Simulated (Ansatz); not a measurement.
# GeTe (SMILES [Ge][Te]): PBEx+PBEc/cc-pVDZ-PP (core potential)

What is the adiabatic singlet–triplet gap of GeTe at PBEx+PBEc/cc-pVDZ-PP (core potential)? 

The calculation is run with Ansatz 0.2.0.

8 further runs of the same task are left out: 1 that didn't finish, 7 set aside as unsound or not needed.

## (1) The structure to begin with

The species is GeTe (2 atoms), meant as a singlet with charge 0. As SMILES, `[Ge][Te]`. Geometry: the measured bond length. The run starts from this shape.

Bond lengths: Ge1–Te2 2.340 Å.

## (2) A geometry optimisation at PBEx+PBEc/cc-pVDZ-PP (core potential)

molecule.yaml

```yaml
crystal:
  periodic: [false, false, false]
  atoms:
    - {symbol: Ge, position_ang: [0.000000, 0.000000, 0.000000]}
    - {symbol: Te, position_ang: [0.000000, 0.000000, 2.340165]}
basis:
  gaussian: {orbitals: cc-pVDZ-PP.json}
hamiltonian:
  xc:
    text: |
      exchange = pbe_x
      correlation = pbe_c
  pseudopotentials: {relativity: none}
scf: {omitted_lower_state_checks: [orbital_swaps, stability]}
relax: {}
output: {orbitals: {seedname: orbitals}}
```

The basis set cc-pVDZ-PP is read from a file made from the Basis Set Exchange's data (not shown).

Launch:

```sh
$ ansatz run molecule.yaml --threads 1 --pin off --max-ram 2610MiB --events-out events.jsonl --progress --plain --runs-dir runs
```

What it wrote:

```text
Warning: RAYON_NUM_THREADS=1 ignored (pool sized by the plan → 1); use --threads N
The last accepted step is kept in runs//last_step.txt (removed where the run ends without a failure and the disk answers)
[... 4 lines left out ...]
575 factors; their error is unknown
[... 10 lines left out ...]
575 factors; their error is unknown
[... 5 lines left out ...]
575 factors; their error is unknown
[... 6 lines left out ...]
575 factors; their error is unknown
[... 5 lines left out ...]
575 factors; their error is unknown
[... 3 lines left out ...]
Total energy: -15310.49520625 eV, -562.6503210034 hartree
[... 2 lines left out ...]
Dipole moment:     0.000000    -0.000000    -0.257489 e Å
Checks for a lower state left out: stability, orbital_swaps
```

Run time: 2.7 s. Hardware: 1 thread of Arm Neoverse V2, shared host; peak memory 0.09 GiB.

Step by step:

| step | energy from the first frame kept (eV) | largest force (eV/Å) |
| --- | --- | --- |
| 1 | 0.0000 | 0.7599 |
| 2 | -0.0102 | 0.3998 |
| 3 | -0.0152 | 0.0213 |
| 4 | -0.0152 | 0.0000 |

After the run. Bond lengths: Ge1–Te2 2.381 Å.

## (3) The triplet at the same level

Edit molecule.yaml of step 2 so:

```diff
@@ -7,2 +7,5 @@
   gaussian: {orbitals: cc-pVDZ-PP.json}
+scf: {omitted_lower_state_checks: [orbital_swaps, stability]}
+relax: {}
+magnetization: {spin_polarized: true, initial_magnetization: 2}
 hamiltonian:
@@ -13,4 +16,2 @@
   pseudopotentials: {relativity: none}
-scf: {omitted_lower_state_checks: [orbital_swaps, stability]}
-relax: {}
 output: {orbitals: {seedname: orbitals}}
```

The basis set cc-pVDZ-PP is read from a file made from the Basis Set Exchange's data (not shown).

Launch:

```sh
$ ansatz run molecule.yaml --threads 1 --pin off --max-ram 2610MiB --events-out events.jsonl --progress --plain --runs-dir runs
```

What it wrote:

```text
Warning: RAYON_NUM_THREADS=1 ignored (pool sized by the plan → 1); use --threads N
The last accepted step is kept in runs//last_step.txt (removed where the run ends without a failure and the disk answers)
[... 4 lines left out ...]
575 factors; their error is unknown
[... 12 lines left out ...]
575 factors; their error is unknown
[... 6 lines left out ...]
575 factors; their error is unknown
[... 5 lines left out ...]
575 factors; their error is unknown
[... 5 lines left out ...]
575 factors; their error is unknown
[... 5 lines left out ...]
575 factors; their error is unknown
[... 8 lines left out ...]
Total energy: -15308.46830724 eV, -562.5758338385 hartree
[... 2 lines left out ...]
Dipole moment:    -0.000000    -0.000000    -0.051411 e Å
Checks for a lower state left out: stability, orbital_swaps
```

Run time: 19 s. Hardware: 1 thread of Arm Neoverse V2, shared host; peak memory 0.11 GiB.

Step by step:

| step | energy from the first frame kept (eV) | largest force (eV/Å) |
| --- | --- | --- |
| 1 | 0.0000 | 4.2393 |
| 2 | -0.4981 | 0.5352 |
| 3 | -0.5173 | 0.1500 |
| 4 | -0.5187 | 0.0224 |
| 5 | -0.5188 | 0.0008 |

After the run. Bond lengths: Ge1–Te2 2.634 Å.

## (4) What came out

At PBEx+PBEc/cc-pVDZ-PP (core potential):

```
                                                              quantity          value
                                      singlet: total energy at the end  -562.65032 Eh
                                                singlet: dipole moment         1.24 D
                                                  singlet: HOMO energy       -6.01 eV
                                                  singlet: LUMO energy       -3.21 eV
                                                singlet: HOMO–LUMO gap        2.80 eV
                                                  singlet: bond length        2.381 Å
                                      triplet: total energy at the end  -562.57583 Eh
                                                triplet: dipole moment         0.25 D
                           triplet: HOMO energy (highest over α and β)       -3.96 eV
                                                  triplet: bond length        2.634 Å
                                                         triplet: ⟨S²⟩          2.003
adiabatic energy of the triplet above the singlet (no zero-point term)       2.027 eV
```

**Reading.** The adiabatic energy of the triplet above the singlet (no zero-point term) is 2.03 eV (47 kcal/mol). The optimisation (singlet) took 3 steps and changed the energy by -0.015 eV. The optimisation (triplet) took 4 steps and changed the energy by -0.519 eV.
